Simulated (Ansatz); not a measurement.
# H2Br (doublet): wave-function methods side by side at distance H1–H2 along a hydrogen transfer = 1.061 Å, cc-pVDZ

Aim: climb from Hartree-Fock through coupled cluster and multireference methods for H2Br (doublet) at one geometry and basis, and see what each rung misses.

Program: Ansatz 0.2.0, Gaussian basis. Level of theory: cc-pVDZ, core rule «outside noble gas», up to 14 orbitals frozen. These are calculated values, not measurements.

The runs, in order: UHF; CCSD(T) on ROHF; CCSD(T) on UHF; BCCD(T) on ROHF; CISD; CCSDT(Q) on ROHF; CCSDT(Q) on UHF; CCSDTQ on ROHF; CCSDTQ on UHF; CASSCF and MRCISD+Q, 3 electrons in 3 orbitals; CASSCF and NEVPT2, 3 electrons in 3 orbitals; CASSCF and MRCISD+Q, 9 electrons in 6 orbitals; CASSCF and NEVPT2, 9 electrons in 6 orbitals; Full CI.

## (1) The geometry

The geometry derives from fragments relaxed apart (PBE0/def2-TZVP) and kept rigid, so it is no stationary point. A hydrogen atom is moved between rigid fragments. No spin-orbit coupling is included. The filled d shell of Br may be among the frozen orbitals whatever the setting's name suggests; the logs give the count.

3 atoms, charge 0, spin multiplicity 2.

Atoms are counted from 1 here; the program's logs count them from 0.

Bond lengths: H2–Br3 1.530 Å.

## (2) UHF

in.yaml reads:

```yaml
crystal:
  periodic: [false, false, false]
  atoms:
    - {symbol: H, position_ang: [0.000000, 0.000000, -1.217333]}
    - {symbol: H, position_ang: [0.000000, 0.000000, -0.156333]}
    - {symbol: Br, position_ang: [0.000000, 0.000000, 1.373667]}
basis:
  gaussian: {orbitals: cc-pVDZ}
magnetization: {spin_polarized: true, initial_magnetization: 1}
hamiltonian: {xc: hf}
output: {orbitals: {seedname: orbitals}}
```

Command:

```
$ ansatz run in.yaml --threads 1 --pin off --events-out ev --progress --plain --max-ram 4096MiB --backend cpu
```

The runs that follow: CCSD(T) on ROHF; CCSD(T) on UHF; BCCD(T) on ROHF; CISD; CCSDT(Q) on ROHF; CCSDT(Q) on UHF; CCSDTQ on ROHF; CCSDTQ on UHF; CASSCF and MRCISD+Q, 3 electrons in 3 orbitals; CASSCF and NEVPT2, 3 electrons in 3 orbitals; CASSCF and MRCISD+Q, 9 electrons in 6 orbitals; CASSCF and NEVPT2, 9 electrons in 6 orbitals; Full CI.

Q: Predict the results of all the runs planned. Wanted: FCI below the RHF energy; RMP2 from FCI; UMP2 from FCI; RCCSD from FCI; RCCSD(T) from FCI; UCCSD(T) from FCI; RCCSDT(Q) from FCI; UCCSDT(Q) from FCI; NEVPT2 pair from FCI.

**Answer**, as computed:

| quantity | value |
| --- | --- |
| FCI below the RHF energy | -4.4079 eV |
| RMP2 from FCI | +58.8 kJ/mol |
| UMP2 from FCI | +59.4 kJ/mol |
| RCCSD from FCI | +8.6 kJ/mol |
| RCCSD(T) from FCI | +1.7 kJ/mol |
| UCCSD(T) from FCI | +1.6 kJ/mol |
| RCCSDT(Q) from FCI | +0.1 kJ/mol |
| UCCSDT(Q) from FCI | 0.0 kJ/mol |
| NEVPT2 pair from FCI | +48.0 kJ/mol |
| NEVPT2 valence from FCI | +78.7 kJ/mol |
| MRCISD+Q valence from FCI | 0.0 kJ/mol |
| levels within 1 kcal/mol (43 meV) | RCCSD(T), UCCSD(T), BCCD(T), RCCSDT, UCCSDT, RCCSDT(Q), UCCSDT(Q), RCCSDTQ, UCCSDTQ, MRCISD+Q valence |
| T1 diagnostic | 0.029 |
| effectively unpaired electrons | 1.04 |

**Reading.** RCCSD(T) lands +1.7 kJ/mol from the yardstick (0.4 % of the correlation energy). One determinant dominates. Of the multireference levels listed MRCISD+Q valence comes nearest in total energy (0.0 kJ/mol), which doesn't show that its space is the better one. These misses are within one basis, not against nature; the frozen cores of restricted and unrestricted runs differ, which can shift their rows.
